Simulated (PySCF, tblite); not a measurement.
# C₈H₈O+ (doublet): geometry, infrared bands and EPR parameters

Aim: predict the infrared bands and EPR parameters of C₈H₈O+ (doublet) (`[CH+]=[C]C1=C(C=O)CCC1`).

Computed with tblite 0.8.0 and PySCF 2.14.0, with density-fitted response routines of our own, on a single molecule in the gas phase. Atoms are numbered from 0 throughout.

## (1) Starting geometry

17 atoms, charge 1, multiplicity 2; geometry from: force field or distance geometry start.

Bonds of the start (Å): C0–C1 1.33, C1–C2 1.48, C2–C3 1.33, C3–C4 1.47, C4–O5 1.24, C3–C6 1.49, C6–C7 1.51, C7–C8 1.50, C8–C2 1.46, C0–H9 1.07, C4–H10 1.08, C6–H11 1.14, C6–H12 1.09, C7–H13 1.11, C7–H14 1.10, C8–H15 1.12, C8–H16 1.11.

## (2) Relaxing the molecule with GFN2-xTB

Job settings and geometry (Å):

```
{"job": {"kind": "relax", "xc": "GFN2-xTB", "basis": "xTB"}, "charge": 1, "multiplicity": 2}
C      2.298600     2.001000     0.203800
C      1.533600     1.468300    -0.751800
C      0.623600     0.356800    -0.405000
C     -0.690400     0.503700    -0.239300
C     -1.467000     1.747900    -0.320800
O     -2.695200     1.710000    -0.135300
C     -1.330000    -0.796800     0.089000
C     -0.147200    -1.715500     0.313600
C      1.066700    -1.028000    -0.236100
H      2.649200     2.105000     1.209200
H     -0.968900     2.679300    -0.568500
H     -1.896900    -0.685000     1.066100
H     -2.059200    -1.153400    -0.644600
H      0.052600    -1.936500     1.386900
H     -0.276300    -2.679000    -0.208300
H      1.950600    -1.100400     0.442800
H      1.349100    -1.465300    -1.211700
```

Command:

```sh
> OMP_NUM_THREADS=1 python probes_run.py task.json out
```

One launch serves the whole session: the jobs run in the order shown.

**Question.** This job is followed by: GFN2-xTB harmonic vibrations, gas phase; UKS B3LYP, pcH-1 on C H O, non-relativistic, mean-field spin-orbit, GIAO. What will the session give for the following? strongest single infrared mode (GFN2-xTB); zero-point energy (GFN2-xTB); g(iso) (B3LYP); ⟨S²⟩; largest a(iso) (averaged by class).

The runs gave:

| quantity | value |
| --- | --- |
| strongest single infrared mode (GFN2-xTB) | 1748 cm⁻¹, 312 km/mol |
| zero-point energy (GFN2-xTB) | 80.3 kcal/mol |
| g(iso) (B3LYP) | 2.00590 |
| ⟨S²⟩ | 0.766 (exact 0.75) |
| largest a(iso) (averaged by class) | 1H on H11, H12, 125.9 MHz |

What this shows: Relaxing lowered the energy by 2.347 eV in 115 steps; the close pair that moved most is C0–C1, from 1.335 to 1.209 Å. All 45 modes are real, so the xTB geometry is a minimum. The strongest single mode, at 1748 cm⁻¹, moves mainly C4 and O5. Unscaled tight-binding wavenumbers are off by several per cent, some by more. Its intensities can rank the bands wrongly. The largest spin populations lie on C3 (0.37 e), C0 (0.27 e). The isotropic g lies 3.6 ppt above the free-electron value. The conformer search found further structures of the same energy, which may be mirror or relabelled copies of this one.
